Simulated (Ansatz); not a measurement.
# InHF radical (SMILES [F][InH]): one structure at several levels

One table from this session's results is given with a row withheld; the runs are named, their logs left out.

Method: single points in def2-TZVPP; program: Ansatz 0.2.0, Gaussian basis.

Correlated methods freeze the cores. Filled d shells of the heavier atoms are correlated. Core potentials replace the inner electrons past krypton, and spin-orbit coupling is left out. Orbitals are unrestricted.

### Starting geometry

3 atoms, charge 0, spin multiplicity 2.

Atoms are counted from 1 here; the program's logs count them from 0.

Bond lengths: F1–In2 2.220 Å.

As a file:

```xyz
3

F     1.2150    1.2888    0.7018
In   -0.5673    0.3747   -0.2557
H    -0.8599   -1.8325   -0.6983
```

The first run:

File run/in.yaml:

```yaml
crystal:
  periodic: [false, false, false]
  atoms:
    - {symbol: F, position_ang: [1.215000, 1.288800, 0.701800]}
    - {symbol: In, position_ang: [-0.567300, 0.374700, -0.255700]}
    - {symbol: H, position_ang: [-0.859900, -1.832500, -0.698300]}
basis:
  gaussian: {orbitals: def2-TZVPP}
magnetization: {spin_polarized: true, initial_magnetization: 1}
correlation: {method: ccsd_t}
scf: {omitted_lower_state_checks: [cluster_reference]}
output: {forces: true}
```

The command line of these runs was not kept.

Among the steps run: CCSD(T)/def2-TZVPP; PBE0-D4/def2-TZVPP; wB97M-V/def2-TZVPP; r2SCAN-D4/def2-TZVPP; PBE-D4/def2-TZVPP; LC-wPBE/def2-TZVPP; wB97X-V/def2-TZVPP.

One table of the session follows, with a row left open; its other results are not shown here.

| method | RMS force component (eV/Å) | angle to CCSD(T) forces (°) | dipole (D) |
| --- | --- | --- | --- |
| CCSD(T) | 1.125 | reference | 4.31 |
| PBE0-D4 | 1.046 | 1.8 | 4.20 |
| wB97M-V | 1.092 | 2.5 | 4.21 |
| r2SCAN-D4 | 1.043 | 1.1 | 4.00 |
| PBE-D4 | 0.874 | 4.8 | 3.78 |
| LC-wPBE | ? | ? | ? |
| wB97X-V | 1.098 | 2.6 | 4.22 |

Q: Estimate the row for LC-wPBE from the others.

The run gave: RMS force component (eV/Å): 1.142; angle to CCSD(T) forces (°): 3.6; dipole (D): 4.27. In the column «RMS force component (eV/Å)» it is the highest.

Limits of these values: The unrestricted reference is spin-contaminated, which hurts MP2 most.
